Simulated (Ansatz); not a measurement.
**C₂H₆SSi: geometry and vibrations**

The task is to find a stationary geometry of C₂H₆SSi, then compute its harmonic vibrations to see whether it is a minimum and to get the zero-point energy and entropy, and look at its orbitals and charge.

Computed with Ansatz 0.2.0, Gaussian basis. Level: RKS PBE0-D4/def2-TZVP.

Plan: relaxation at PBE-D4/def2-SVP; relaxation at PBE0-D4/def2-TZVP; harmonic vibrations at the same level; a single point in def2-TZVPP for the fields.

## (1) Starting geometry

SMILES `C1CS[SiH2]1`, 10 atoms, charge 0, spin multiplicity 1.

Atoms are counted from 1 here; the program's logs count them from 0.

Bond lengths: C1–C2 1.500 Å, C1–Si4 1.917 Å, C1–H5 1.149 Å, C1–H6 1.126 Å, C2–S3 1.828 Å, C2–H7 1.073 Å, C2–H8 1.130 Å, S3–Si4 2.113 Å, Si4–H9 1.541 Å, Si4–H10 1.412 Å. Angles: C2–C1–Si4 94.3°, C2–C1–H5 114.9°, C2–C1–H6 117.1°, Si4–C1–H5 114.2°, Si4–C1–H6 114.3°, H5–C1–H6 102.8°, C1–C2–S3 94.5°, C1–C2–H7 115.5°, C1–C2–H8 114.1°, S3–C2–H7 112.5°, S3–C2–H8 112.1°, H7–C2–H8 107.8°, C2–S3–Si4 79.2°, C1–Si4–S3 74.9°, C1–Si4–H9 112.9°, C1–Si4–H10 114.5°, S3–Si4–H9 112.1°, S3–Si4–H10 114.5° and more.

The start is a force-field geometry with small random shifts, so a cheaper pass at PBE-D4/def2-SVP comes first.

## (2) Optimising with PBE-D4/def2-SVP (cheap first pass)

Input file in.yaml:

```yaml
crystal:
  periodic: [false, false, false]
  atoms:
    - {symbol: C, position_ang: [-0.743100, 0.192100, -0.242000]}
    - {symbol: C, position_ang: [-0.055200, -1.112300, -0.514700]}
    - {symbol: S, position_ang: [0.846100, -1.134800, 1.075500]}
    - {symbol: Si, position_ang: [0.744900, 0.942700, 0.705300]}
    - {symbol: H, position_ang: [-1.050900, 0.781600, -1.179100]}
    - {symbol: H, position_ang: [-1.698500, 0.153100, 0.352900]}
    - {symbol: H, position_ang: [-0.702900, -1.960200, -0.631400]}
    - {symbol: H, position_ang: [0.646700, -1.088300, -1.399900]}
    - {symbol: H, position_ang: [0.321700, 1.734000, 1.958400]}
    - {symbol: H, position_ang: [1.774200, 1.441000, -0.122100]}
basis:
  gaussian: {orbitals: def2-SVP}
hamiltonian: {xc: pbe, dispersion: d4}
relax: {f_tol: 0.03, max_steps: 200}
```

Started as:

```sh
> ansatz run in.yaml --threads 2 --pin off --events-out ev --progress --plain --max-ram 4352MiB
```

Log (excerpt; [...] marks lines left out):

```text
Functional definition: PBE
  name "PBE"
  cite "Perdew, Burke & Ernzerhof, Phys. Rev. Lett. 77, 3865 (1996) doi:10.1103/PhysRevLett.77.3865"
  parent pbe
[...]
1065 factors; their error is unknown
[...]
mean field -20865.09420041 eV, -766.7780689961 hartree, gradient 1.2e-5 eV, S^2 0.000000; 0 other end points of the search recorded, 0 dependent functions left out
[...]
reference -20865.09423188 eV, -766.7780701529 hartree; 24, 24 occupied and 70, 70 virtual orbitals, 1065 factors
relax step   1: F+E_penalty+E_count = -20865.33892244 eV  Δ(F+E_penalty+E_count) = +0.000e0 eV  max|allowed force component| = 2.874e0 eV/Å  Δτ_max = 0.0000 Å  (27 SCF iters, accepted)
[...]
relax step   3: F+E_penalty+E_count = -20865.93760854 eV  Δ(F+E_penalty+E_count) = -4.630e-2 eV  max|allowed force component| = 2.967e-1 eV/Å  Δτ_max = 0.0504 Å  (30 SCF iters, accepted)
[...]
relax step   5: F+E_penalty+E_count = -20865.95559634 eV  Δ(F+E_penalty+E_count) = -7.655e-3 eV  max|allowed force component| = 2.594e-1 eV/Å  Δτ_max = 0.1821 Å  (27 SCF iters, accepted)
[...]
relax step   7: F+E_penalty+E_count = -20865.96374647 eV  Δ(F+E_penalty+E_count) = -8.150e-3 eV  max|allowed force component| = 4.253e-2 eV/Å  Δτ_max = 0.0389 Å  (29 SCF iters, accepted)
[...]
relax step   9: F+E_penalty+E_count = -20865.96463343 eV  Δ(F+E_penalty+E_count) = -9.430e-6 eV  max|allowed force component| = 6.484e-2 eV/Å  Δτ_max = 0.0450 Å  (29 SCF iters, accepted)
[...]
relax step  10: F+E_penalty+E_count = -20865.96486820 eV  Δ(F+E_penalty+E_count) = -2.348e-4 eV  max|allowed force component| = 1.763e-2 eV/Å  Δτ_max = 0.0129 Å  (31 SCF iters, accepted)
1065 factors; their error is unknown
[...]
mean field -20865.72562821 eV, -766.8012735400 hartree, gradient 2.1e-5 eV, S^2 0.000000; 1 other end points of the search recorded, 0 dependent functions left out
[...]
reference -20865.72566130 eV, -766.8012747558 hartree; 24, 24 occupied and 70, 70 virtual orbitals, 1065 factors
Total energy: -20865.96490128 eV, -766.8100666631 hartree
Atom 0 at    -0.699000     0.272973    -0.373073 Å, force    -0.016717    -0.002495    -0.002819 eV/Å
Atom 1 at    -0.114817    -1.161158    -0.471918 Å, force     0.016963    -0.013804    -0.006202 eV/Å
Atom 2 at     1.240216    -1.179209     0.834221 Å, force    -0.013595     0.017625    -0.007949 eV/Å
Atom 3 at     0.689754     0.917941     0.757099 Å, force     0.011277    -0.002052     0.005722 eV/Å
Atom 4 at    -0.835053     0.771750    -1.353491 Å, force     0.004458    -0.002710     0.011247 eV/Å
Atom 5 at    -1.676096     0.280158     0.151355 Å, force     0.008100     0.002532    -0.006602 eV/Å
Atom 6 at    -0.845868    -1.966293    -0.255557 Å, force     0.008618     0.012613    -0.002970 eV/Å
Atom 7 at     0.343025    -1.365771    -1.460594 Å, force    -0.012700     0.003310     0.016271 eV/Å
Atom 8 at     0.282688     1.544839     2.065872 Å, force     0.001311    -0.006612    -0.009658 eV/Å
Atom 9 at     1.698151     1.833668     0.108986 Å, force    -0.007716    -0.008409     0.002959 eV/Å
Dipole moment:    -0.295174     0.155887    -0.214677 e Å
```

It took 19 s on 2 threads of Arm Neoverse V1, shared host.

The steps of the relaxation: (the energy doesn't fall at every step)

```
step  energy from step 1 (eV)  largest force component (eV/Å)
   1                   0.0000                          2.8744
   2                  -0.5524                          0.7847
   3                  -0.5987                          0.2967
   4                  -0.6090                          0.1250
   5                  -0.6167                          0.2594
   6                  -0.6004                          0.3112
   7                  -0.6248                          0.0425
   8                  -0.6257                          0.0313
   9                  -0.6257                          0.0648
  10                  -0.6259                          0.0176
```

Distances of close pairs at the start and the end, largest changes first:

| bond | before (Å) | after (Å) | change (Å) |
| --- | --- | --- | --- |
| Si4–H10 | 1.412 | 1.508 | +0.097 |
| S3–Si4 | 2.113 | 2.170 | +0.057 |
| C2–S3 | 1.828 | 1.882 | +0.054 |
| C1–C2 | 1.500 | 1.552 | +0.052 |
| C1–H5 | 1.149 | 1.108 | -0.041 |
| C2–H7 | 1.073 | 1.109 | +0.035 |
| Si4–H9 | 1.541 | 1.507 | -0.034 |
| C2–H8 | 1.130 | 1.109 | -0.021 |

## (3) Geometry optimisation, PBE0-D4/def2-TZVP

Input file in.yaml:

```yaml
crystal:
  periodic: [false, false, false]
  atoms:
    - {symbol: C, position_ang: [-0.699000, 0.272973, -0.373073]}
    - {symbol: C, position_ang: [-0.114817, -1.161158, -0.471918]}
    - {symbol: S, position_ang: [1.240216, -1.179209, 0.834221]}
    - {symbol: Si, position_ang: [0.689754, 0.917941, 0.757099]}
    - {symbol: H, position_ang: [-0.835053, 0.771750, -1.353491]}
    - {symbol: H, position_ang: [-1.676096, 0.280158, 0.151355]}
    - {symbol: H, position_ang: [-0.845868, -1.966293, -0.255557]}
    - {symbol: H, position_ang: [0.343025, -1.365771, -1.460594]}
    - {symbol: H, position_ang: [0.282688, 1.544839, 2.065872]}
    - {symbol: H, position_ang: [1.698151, 1.833668, 0.108986]}
basis:
  gaussian: {orbitals: def2-TZVP}
hamiltonian: {xc: pbe0, dispersion: d4}
relax: {f_tol: 0.005, max_steps: 150}
```

Launched as before.

Log (excerpt; [...] marks lines left out):

```text
Functional definition: PBE0
  name "PBE0"
  cite "Adamo & Barone, J. Chem. Phys. 110, 6158 (1999) doi:10.1063/1.478522"
  cite "Perdew, Burke & Ernzerhof, Phys. Rev. Lett. 77, 3865 (1996) doi:10.1103/PhysRevLett.77.3865"
  parent pbe
[...]
1163 factors; their error is unknown
[...]
mean field -20876.75375909 eV, -767.2065498747 hartree, gradient 1.5e-5 eV, S^2 0.000000; 0 other end points of the search recorded, 0 dependent functions left out
[...]
reference -20876.75378913 eV, -767.2065509787 hartree; 24, 24 occupied and 148, 148 virtual orbitals, 1163 factors
relax step   1: F+E_penalty+E_count = -20876.95430410 eV  Δ(F+E_penalty+E_count) = +0.000e0 eV  max|allowed force component| = 5.531e-1 eV/Å  Δτ_max = 0.0000 Å  (28 SCF iters, accepted)
[...]
Atom 0 at    -0.708806     0.271305    -0.357525 Å, force     0.001639    -0.000447    -0.000276 eV/Å
Atom 1 at    -0.102445    -1.142085    -0.473432 Å, force     0.002946     0.001450     0.002317 eV/Å
Atom 2 at     1.169414    -1.170939     0.875224 Å, force    -0.000988    -0.001804     0.002026 eV/Å
Atom 3 at     0.674939     0.903137     0.746107 Å, force     0.001345     0.001322    -0.002736 eV/Å
Atom 4 at    -0.872890     0.762370    -1.317144 Å, force    -0.001448     0.000683    -0.000993 eV/Å
Atom 5 at    -1.657027     0.247663     0.182869 Å, force    -0.001705     0.000484     0.000194 eV/Å
Atom 6 at    -0.819404    -1.948677    -0.319703 Å, force    -0.001696    -0.001230     0.000048 eV/Å
Atom 7 at     0.396547    -1.296862    -1.429905 Å, force     0.000159    -0.000532    -0.001964 eV/Å
Atom 8 at     0.304589     1.571733     2.022117 Å, force     0.000308    -0.001474     0.001370 eV/Å
Atom 9 at     1.698082     1.751254     0.074292 Å, force    -0.000560     0.001547     0.000014 eV/Å
Dipole moment:    -0.297626     0.155452    -0.241660 e Å
```

Wall time 47 s (2 threads of Arm Neoverse V1, shared host).

Along the way:

```csv
step,energy from step 1 (eV),largest force component (eV/Å)
1,0.0000,0.5531
2,-0.0464,0.1857
3,-0.0515,0.0391
4,-0.0518,0.0284
5,-0.0521,0.0154
6,-0.0524,0.0323
7,-0.0524,0.0167
8,-0.0524,0.0064
9,-0.0525,0.0029
```

Close pairs (by a distance rule), those that changed most:

```csv
bond,before (Å),after (Å),change (Å)
S3–Si4,2.170,2.136,-0.033
C2–S3,1.882,1.854,-0.028
C1–Si4,1.903,1.879,-0.024
Si4–H9,1.507,1.487,-0.020
Si4–H10,1.508,1.489,-0.019
C2–H7,1.109,1.090,-0.019
C2–H8,1.109,1.090,-0.019
C1–H5,1.108,1.090,-0.018
```

Mulliken charges of the relaxed molecule (report file):

```
atom  value (e)
  C1      -0.37
  C2      -0.13
  S3      -0.24
 Si4       0.26
  H5       0.13
  H6       0.13
  H7       0.13
  H8       0.13
  H9      -0.02
 H10      -0.03
```

## (4) Vibrations by finite differences

Input file in.yaml:

```yaml
crystal:
  periodic: [false, false, false]
  atoms:
    - {symbol: C, position_ang: [-0.708806, 0.271305, -0.357525]}
    - {symbol: C, position_ang: [-0.102445, -1.142085, -0.473432]}
    - {symbol: S, position_ang: [1.169414, -1.170939, 0.875224]}
    - {symbol: Si, position_ang: [0.674939, 0.903137, 0.746107]}
    - {symbol: H, position_ang: [-0.872890, 0.762370, -1.317144]}
    - {symbol: H, position_ang: [-1.657027, 0.247663, 0.182869]}
    - {symbol: H, position_ang: [-0.819404, -1.948677, -0.319703]}
    - {symbol: H, position_ang: [0.396547, -1.296862, -1.429905]}
    - {symbol: H, position_ang: [0.304589, 1.571733, 2.022117]}
    - {symbol: H, position_ang: [1.698082, 1.751254, 0.074292]}
basis:
  gaussian: {orbitals: def2-TZVP}
hamiltonian: {xc: pbe0, dispersion: d4}
phonons: {temperatures: {t_min: 298.15, t_max: 900, t_step: 200}}
```

The command is unchanged.

Log (excerpt; [...] marks lines left out):

```text
Functional definition: PBE0
  name "PBE0"
  cite "Adamo & Barone, J. Chem. Phys. 110, 6158 (1999) doi:10.1063/1.478522"
  cite "Perdew, Burke & Ernzerhof, Phys. Rev. Lett. 77, 3865 (1996) doi:10.1103/PhysRevLett.77.3865"
  parent pbe
[...]
1163 factors; their error is unknown
[...]
mean field -20876.80476232 eV, -767.2084242086 hartree, gradient 1.7e-5 eV, S^2 0.000000; 0 other end points of the search recorded, 0 dependent functions left out
[...]
reference -20876.80479212 eV, -767.2084253037 hartree; 24, 24 occupied and 148, 148 virtual orbitals, 1163 factors
[...]
1163 factors; their error is unknown
mean field -20876.80460281 eV, -767.2084183467 hartree, gradient 2.1e-6 eV, S^2 0.000000; 0 other end points of the search recorded, 0 dependent functions left out
[...]
reference -20876.80463261 eV, -767.2084194420 hartree; 24, 24 occupied and 148, 148 virtual orbitals, 1163 factors
[...]
Atom 3 at     0.674939     0.903137     0.746107 Å, force     0.001349     0.001329    -0.002724 eV/Å
Atom 4 at    -0.872890     0.762370    -1.317144 Å, force    -0.001451     0.000685    -0.001005 eV/Å
Atom 5 at    -1.657027     0.247663     0.182869 Å, force    -0.001696     0.000484     0.000187 eV/Å
Atom 6 at    -0.819404    -1.948677    -0.319703 Å, force    -0.001695    -0.001235     0.000048 eV/Å
Atom 7 at     0.396547    -1.296862    -1.429905 Å, force     0.000157    -0.000533    -0.001961 eV/Å
Atom 8 at     0.304589     1.571733     2.022117 Å, force     0.000310    -0.001481     0.001356 eV/Å
Atom 9 at     1.698082     1.751254     0.074292 Å, force    -0.000563     0.001546     0.000015 eV/Å
Dipole moment:    -0.297626     0.155451    -0.241661 e Å
Vibrations: 82.71 398.06 494.83 526.78 593.44 702.49 709.57 752.65 821.78 879.07 973.83 982.95 1064.72 1145.46 1230.45 1254.85 1439.05 1484.78 2204.44 2215.42 3081.93 3087.99 3131.73 3149.84 cm⁻¹, zero-point energy 2.009092 eV
```

It took 3.6 min on 2 threads of Arm Neoverse V1, shared host.

Motions are named by where the mode's potential energy lies. The modes, unscaled (a negative number is an imaginary wavenumber):

| mode | cm⁻¹ | motion |
| --- | --- | --- |
| 1 | 83 | torsion |
| 2 | 398 | bend with torsion |
| 3 | 495 | torsion with bend |
| 4 | 527 | Si–S stretch |
| 5 | 593 | torsion with bend |
| 6 | 702 | C–S and Si–C stretch |
| 7 | 710 | torsion with Si–C stretch |
| 8 | 753 | torsion with bend |
| 9 | 822 | torsion with bend |
| 10 | 879 | torsion with bend |
| 11 | 974 | torsion with bend |
| 12 | 983 | bend with C–C stretch |
| 13 | 1065 | bend with torsion |
| 14 | 1145 | bend |
| 15 | 1230 | bend |
| 16 | 1255 | bend |
| 17 | 1439 | bend |
| 18 | 1485 | bend |
| 19 | 2204 | Si–H stretch |
| 20 | 2215 | Si–H stretch |
| 21 | 3082 | C–H stretch |
| 22 | 3088 | C–H stretch |
| 23 | 3132 | C–H stretch |
| 24 | 3150 | C–H stretch |

From these modes and the moments of inertia (298.15 K, 1 bar, symmetry number 1):

| term | value |
| --- | --- |
| zero-point energy | 46.3 kcal/mol |
| H(298) − E | 50.1 kcal/mol |
| entropy, translation | 165.0 J/(mol K) |
| entropy, rotation | 107.1 J/(mol K) |
| entropy, vibration | 34.0 J/(mol K) |
| entropy, total | 306.2 J/(mol K) |

## (5) Fields at the relaxed geometry

in.yaml: that of step 4 with these lines changed.

```diff
@@ -14,4 +14,4 @@
 basis:
-  gaussian: {orbitals: def2-TZVP}
+  gaussian: {orbitals: def2-TZVPP}
 hamiltonian: {xc: pbe0, dispersion: d4}
-phonons: {temperatures: {t_min: 298.15, t_max: 900, t_step: 200}}
+output: {orbitals: {seedname: orbitals}}
```

Same command.

Log:

```text
Functional definition: PBE0
  name "PBE0"
  cite "Adamo & Barone, J. Chem. Phys. 110, 6158 (1999) doi:10.1063/1.478522"
  cite "Perdew, Burke & Ernzerhof, Phys. Rev. Lett. 77, 3865 (1996) doi:10.1103/PhysRevLett.77.3865"
  parent pbe
  parameter a = 0.25
  parameter kappa = 0.804
  parameter beta = 0.06672455060314922
  exchange = (1 - a)*pbe_x(kappa = kappa, mu = beta*pi^2/3) + a*exact_x
  correlation = pbe_c(beta = beta)
1320 factors; their error is unknown
mean field evaluation 1: about -20870.0163 eV, gradient 5.4e1 eV
mean field evaluation 2: about -20862.1814 eV, gradient 7.5e1 eV
mean field evaluation 4: about -20876.8157 eV, gradient 3.2e0 eV
mean field evaluation 8: about -20876.8385 eV, gradient 3.6e-2 eV
mean field evaluation 16: about -20876.8532 eV, gradient 4.4e-5 eV
mean field -20876.85315531 eV, -767.2102026181 hartree, gradient 4.4e-5 eV, S^2 0.000000; 0 other end points of the search recorded, 0 dependent functions left out
reference -20876.85318540 eV, -767.2102037241 hartree; 24, 24 occupied and 206, 206 virtual orbitals, 1320 factors
Total energy: -20877.05517902 eV, -767.2176268527 hartree
```

Wall time 5 s (2 threads of Arm Neoverse V1, shared host).

Orbitals, density, ELF and potential are computed afterwards from the orbital file.

Frontier orbitals at PBE0-D4/def2-TZVPP, with the share of their density that lies nearest to each atom:

```csv
orbital,energy (eV),lies on
HOMO-1,-8.18,S3 44 %; C1 20 %; Si4 13 %
HOMO,-6.79,S3 76 %
LUMO,-0.15,"Si4 24 %; H9, H10 about 20 % each; S3 15 %"
```

ELF in a plane through or near 3 of the atoms.

Ten even steps from '0' (0.00) to '9' (0.93):
```
0000000000000000000000000000
0000000000000000000000000000
0000000000000000000000000000
0000000000000000000000000000
0000000000000011100000000000
0000000000001244310000000000
0000000000123567621000000000
0000001112477425631000000000
0000023332499351742110000000
0000134531149869965442100000
0000023416432336244763200000
0000012312324447345652100000
0000001123589668854320000000
0000000013698336731000000000
0000000002588548731000000000
0000000001379999841000000000
0000000000157999741000000000
0000000000024676520000000000
0000000000001222100000000000
0000000000000000000000000000
```
The map spans 9.9 Å across and 8.8 Å up, centred on the molecule. Atoms in the plane (x, y in Å): C1 (0.2, 0.8), C2 (1.2, -0.4), Si4 (-1.3, -0.2).

On the surface of density 0.002 e/bohr³ the electrostatic potential runs, from the 1st to the 99th percentile, from -0.89 V near S3 to 1.24 V near Si4.

## (6) Summary of results

| quantity | value |
| --- | --- |
| point group | C1 |
| steps | 10 + 9 |
| shift from the start (rms) | 0.257 Å |
| total energy | -20877.0068 eV |
| dispersion term | -202 meV |
| dipole moment | 1.99 D |
| lowest, highest wavenumber | 83, 3150 cm⁻¹ |
| zero-point energy | 46.3 kcal/mol |
| entropy at 298.15 K | 306.2 J/(mol K) |
| HOMO, LUMO | -6.79, -0.15 eV |

In words: The atoms moved 0.26 Å (rms) from the start; the bond that changed most is Si4–H10, from 1.412 to 1.489 Å. No mode is imaginary: a true minimum at this level. The stiffest mode, 3150 cm⁻¹, is a C–H stretch. Harmonic hybrid wavenumbers usually lie a few per cent above measured fundamentals. The largest Mulliken charge, -0.37 e, sits on C1. The HOMO lies mostly on S3 76 % and the LUMO on Si4 24 %; H9, H10 about 20 % each.
